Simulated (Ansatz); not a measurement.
# Ge: an axial (c/a) deformation path

One table from this session's results is given with a row withheld; the runs are named, their logs left out.

Method: DFT PBEsol, scalar-relativistic, plane waves, PAW, in Ansatz 0.2.0.

## The structure to begin with

The structure is orthorhombic, space group Cmmm (No. 65). The conventional cell has a = 2.794 Å, b = 5.201 Å, c = 2.698 Å, α = 90.00°, β = 90.00°, γ = 90.00°. Around Ge (site symmetry mmm) lie 8 Ge at 2.70 to 2.95 Å.

Coordinates:

```
CELL_PARAMETERS angstrom
1.39715 -2.60052 0.00000
1.39715 2.60052 0.00000
0.00000 0.00000 2.69823
ATOMIC_POSITIONS crystal
Ge 0.50000 0.50000 0.00000
```

It goes back to an entry of the Materials Project, which need not be the stable form.

The cell is taken as given, not relaxed at this level.

## The reference cell

The reference gives a free energy of -4253.2965 eV, pressure -4.16 GPa, largest force 0.000 eV/Å and gap on the mesh none (metal). It was computed beforehand with the settings of the runs below.

The first run:

At fixed volume and fractional coordinates, lengths along (0.000, 0.000, 1.000) are scaled against those across it; ρ is that ratio over its starting value.

input.yaml

```yaml
crystal:
  lattice:
    - [1.4749243616, -2.7452794234, 0.0]
    - [1.4749243616, 2.7452794234, 0.0]
    - [0.0, 0.0, 2.4211688516]
  atoms:
    - { symbol: Ge, position: [0.5, 0.5, 0.0] }
basis:
  ecutwfc: 420
kpoints:
  mp_grid: { grid: [22, 22, 20] }
hamiltonian:
  xc: pbesol
scf:
  occupations: { method: gaussian, width: 0.15 }
output:
  forces: true
  stress: true
  eigenvalues: true
  write_density: true
  write_potential: true
  elf: true
  volumetric_format: npy
```

Run with:

```
$ ansatz run input.yaml --threads 1 --pin off --max-ram 2560MiB --backend cpu --events-out ev --progress --plain --runs-dir out
```

Steps of the session up to this table: At ρ = 0.850; At ρ = 1.200; ρ = 0.920; ρ = 1.100; At ρ = 0.960; At ρ = 1.050; At ρ = 0.800; Point ρ = 1.300.

One of the session's tables, all rows but one given; the rest of the session is left out.

Collected from the runs (energy zero: the undisturbed cell):

| ρ | ΔE (meV/atom) | pressure (GPa) |
| --- | --- | --- |
| 0.800 | 360.5 | 4.1 |
| 0.850 | 181.4 | -0.3 |
| 0.920 | 44.2 | -3.1 |
| 0.960 | 9.7 | -3.9 |
| 1.000 | 0.0 | -4.2 |
| 1.050 | ? | ? |
| 1.100 | 52.2 | -2.7 |
| 1.200 | 167.4 | 0.5 |
| 1.300 | 316.5 | 5.0 |

Q: Estimate the row for ρ = 1.050 from the others.

Worked estimate for «ΔE (meV/atom)». A straight line through the neighbours (1.000, 0.0) and (1.100, 52.2) gives 0.0 + (52.2 − 0.0) × (1.050 − 1.000) / (1.100 − 1.000) = 26.1; a parabola fitted to 4 rows on both sides gives 17.9.

**Answer.** ΔE (meV/atom): 14.8; pressure (GPa): -3.7. In «ΔE (meV/atom)» the line misses by +11.3 and the parabola by +3.1.
